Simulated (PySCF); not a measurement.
# [Gd(NH2)2]+: other functionals and bases at one geometry

Aim: see how levels, charges and forces of [Gd(NH2)2]+ depend on the level of theory. The species was built from a template and needn't be a known compound.

The runs use PySCF 2.14.0; several levels, as the steps say, no spin–orbit coupling.

1 further run of the same task is left out (for a known fault of the program).

## Step 1: The starting structure

7 atoms, charge 1, spin multiplicity 1.

Bond lengths: Gd1–N2 2.093 Å, Gd1–H3 2.799 Å, Gd1–H4 2.858 Å, Gd1–N5 2.093 Å, Gd1–H6 2.858 Å, Gd1–H7 2.799 Å, N2–H3 1.024 Å, N2–H4 1.023 Å, N5–H6 1.023 Å, N5–H7 1.024 Å. Angles: N2–Gd1–H3 17.6°, N2–Gd1–H4 16.0°, N2–Gd1–N5 105.0°, N2–Gd1–H6 121.0°, N2–Gd1–H7 87.4°, H3–Gd1–H4 33.6°, H3–Gd1–N5 87.4°, H3–Gd1–H6 103.4°, H3–Gd1–H7 69.8°, H4–Gd1–N5 121.0°, H4–Gd1–H6 137.0°, H4–Gd1–H7 103.4°, N5–Gd1–H6 16.0°, N5–Gd1–H7 17.6°, H6–Gd1–H7 33.6°, Gd1–N2–H3 124.2°, Gd1–N2–H4 129.8°, H3–N2–H4 106.0° and more.

Geometry (Å):

```
Gd    0.0000    0.7871    0.0251
N     1.6607    0.0318    1.0503
H     1.6017   -0.5724    1.8746
H     2.6585    0.1609    0.8661
N    -1.6607    0.0318    1.0503
H    -2.6585    0.1609    0.8661
H    -1.6017   -0.5724    1.8746
```

Formal oxidation states: Gd +3. Each metal's 7 4f electrons lie in its core potential, so multiplicities, spins and levels count the valence alone. An earlier session relaxed this geometry at PBE0, Gd lcecp-1-SVP with ECP53, N def2-SVP, H def2-SVP (singlet, point group C2v).

At PBE0 on the finer grid: E = -147.424447 Eh, HOMO -11.60 eV, LUMO -6.57 eV, Mulliken charge on Gd1 +1.22 e, largest force component 0.018 eV/Å. 

Levels to run: wB97X; revPBE; PBE0, TZVP. Hardware: 2 threads of Arm Neoverse V1, shared host.

## Step 2: wB97X

run.py (the lines that set the calculation) reads:

```python
mol = gto.M(atom='''
Gd     0.00000     0.78712     0.02506
N      1.66072     0.03182     1.05032
H      1.60168    -0.57239     1.87462
H      2.65855     0.16094     0.86607
N     -1.66072     0.03182     1.05032
H     -2.65855     0.16094     0.86607
H     -1.60168    -0.57239     1.87462''',
    basis={'Gd': 'lcecp-1-SVP', 'N': 'def2-SVP', 'H': 'def2-SVP'},
    ecp={'Gd': 'lcecp-1-SVP'},
    charge=1, spin=0)
mf = dft.RKS(mol, xc='WB97X')
mf.grids.atom_grid = (75, 302)  # f atoms: unpruned, at least (60, 302)
mf = mf.density_fit()  # fitting sets: Gd AutoAux, N def2-universal-JKFIT, H def2-universal-JKFIT
mf.conv_tol = 1e-08; mf.max_cycle = 55
mf.kernel(dm0)  # dm0: the density of the relaxed state
```

Run with:

```
> OMP_NUM_THREADS=2 python run.py
```

## Step 3: revPBE

Edit run.py (the lines that set the calculation) of step 2 so:

```diff
@@ -11,3 +11,3 @@
     charge=1, spin=0)
-mf = dft.RKS(mol, xc='WB97X')
+mf = dft.RKS(mol, xc='PBE_R,PBE')
 mf.grids.atom_grid = (75, 302)  # f atoms: unpruned, at least (60, 302)
```

## Step 4: PBE0, TZVP

Basis: Gd lcecp-1-TZVP with ECP53, N def2-TZVP, H def2-TZVP. 

run.py (the lines that set the calculation) reads:

```python
mol = gto.M(atom='''
Gd     0.00000     0.78712     0.02506
N      1.66072     0.03182     1.05032
H      1.60168    -0.57239     1.87462
H      2.65855     0.16094     0.86607
N     -1.66072     0.03182     1.05032
H     -2.65855     0.16094     0.86607
H     -1.60168    -0.57239     1.87462''',
    basis={'Gd': 'lcecp-1-TZVP', 'N': 'def2-TZVP', 'H': 'def2-TZVP'},
    ecp={'Gd': 'lcecp-1-TZVP'},
    charge=1, spin=0)
mf = dft.RKS(mol, xc='PBE0')
mf.grids.atom_grid = (75, 302)  # f atoms: unpruned, at least (60, 302)
mf = mf.density_fit()  # fitting sets: Gd AutoAux, N def2-universal-JKFIT, H def2-universal-JKFIT
mf.conv_tol = 1e-08; mf.max_cycle = 55
mf.kernel(dm0)  # dm0: free metal ions and neutral atoms
```

Q: Predict the outcome of this session. Wanted: for each run, HOMO; gap; charge on Gd1; dipole; largest force.

**Answer**, as computed:

| level | state | HOMO (eV) | gap (eV) | charge on Gd1 (e) | dipole (D) | largest force (eV/Å) | basis functions | time |
| --- | --- | --- | --- | --- | --- | --- | --- | --- |
| PBE0 (relaxed here) | singlet | -11.60 | 5.03 | 1.22 | 2.81 | 0.02 | 81 | 8.2 s |
| wB97X | singlet | -13.96 | 9.32 | 1.26 | 3.26 | 0.09 | 81 | 6.4 s |
| revPBE | singlet | -10.29 | 3.08 | 1.10 | 2.39 | 0.41 | 81 | 5.4 s |
| PBE0, TZVP | singlet | -11.63 | 5.05 | 1.63 | 3.09 | 0.31 | 133 | 11 s |

Times are on 2 threads of Arm Neoverse V1, shared host; the first row also made further properties. The dipole of a charged species depends on the origin, so these sizes hold for this origin alone.

In one basis the HOMO–LUMO gap runs from 3.08 eV (revPBE) to 9.32 eV (wB97X). The largest leftover force, 0.41 eV/Å with revPBE, stands at a geometry relaxed at another level. The Mulliken charge on Gd spans +1.10 to +1.63 e over the levels. With 4f in the core, its levels are missing from HOMO and gap. Total energies of different levels can't be compared. Spin–orbit coupling is left out throughout.
